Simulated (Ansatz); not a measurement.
Task: a polarisability from point charges of AlH₆NOSi, SMILES [NH2][AlH][SiH2]O, with the Ansatz DFT code, driven from Python. Give the script and its output. Level of theory (for the species named): PBE, def2-SVPD basis, multiplicity 1.

```xyz
10

N    -0.8241    2.0222   -0.1533
Al    0.3971    0.9403    0.7079
Si    0.3642   -1.3772    0.2734
O     0.7336   -1.6476   -1.3891
H    -0.7444    1.9148   -1.2093
H    -1.8182    1.7136    0.0794
H     1.4953    1.5760    1.7187
H    -0.8627   -1.9282    0.6763
H     1.4725   -2.0009    1.1073
H    -0.1301   -1.2641   -1.8084
```

The script, `field_alh6nosi.py`:
```python
import warnings

import ansatz as az
import numpy as np

config = {
    "basis_set": "def2-SVPD",
    "xc": "pbe",
}


def main() -> None:
    warnings.simplefilter("ignore", az.DeckWarning)

    molecule = (
        az.Crystal.molecule()
        .atom("N", [-0.8241, 2.0222, -0.1533])
        .atom("Al", [0.3971, 0.9403, 0.7079])
        .atom("Si", [0.3642, -1.3772, 0.2734])
        .atom("O", [0.7336, -1.6476, -1.3891])
        .atom("H", [-0.7444, 1.9148, -1.2093])
        .atom("H", [-1.8182, 1.7136, 0.0794])
        .atom("H", [1.4953, 1.576, 1.7187])
        .atom("H", [-0.8627, -1.9282, 0.6763])
        .atom("H", [1.4725, -2.0009, 1.1073])
        .atom("H", [-0.1301, -1.2641, -1.8084])
    )

    job = (
        molecule.calculation()
        .basis(gaussian=config["basis_set"])
        .functional(config["xc"])
        .forces()
    )
    centre = np.mean([site.position_ang for site in molecule.cartesian_sites], axis=0)
    field = 2 * 14.399645 * 4.0 / 30.0 ** 2


    def dipole(axis, sign):
        arm = 30.0 * np.eye(3)[axis]
        pair = [{"charge": sign * 4.0, "position_ang": (centre - arm).tolist()}, {"charge": -sign * 4.0, "position_ang": (centre + arm).tolist()}]
        deck = job.input().set(az.key.basis.gaussian.point_charges, pair)
        return np.array(az.Session.from_dict(deck).plan().execute().report["charge_distribution"]["dipole_moment_e_ang"])


    print(f"field {field:.4f} V/A")
    alpha = np.array([(dipole(axis, 1) - dipole(axis, -1)) / (2 * field) * 14.399645 for axis in range(3)])
    print("polarisability tensor (A^3)")
    print(np.array2string(alpha, precision=3, suppress_small=True))
    print(f"mean {np.trace(alpha) / 3:.3f} A^3 = {np.trace(alpha) / 3 / 0.14818471:.2f} bohr^3")


if __name__ == "__main__":
    main()
```

```console
$ python field_alh6nosi.py
field 0.1280 V/A
polarisability tensor (A^3)
[[10.165 -0.577  0.819]
 [-0.588 13.253  0.446]
 [ 0.818  0.46  10.415]]
mean 11.277 A^3 = 76.10 bohr^3
```

The geometry is a force-field or estimated start, not a minimum of this method, and the basis set is short of its limit. The field of two point charges is only nearly even. Timing: 30 s on 1 thread of Arm Neoverse V1 (shared host), peak memory 0.24 GiB.
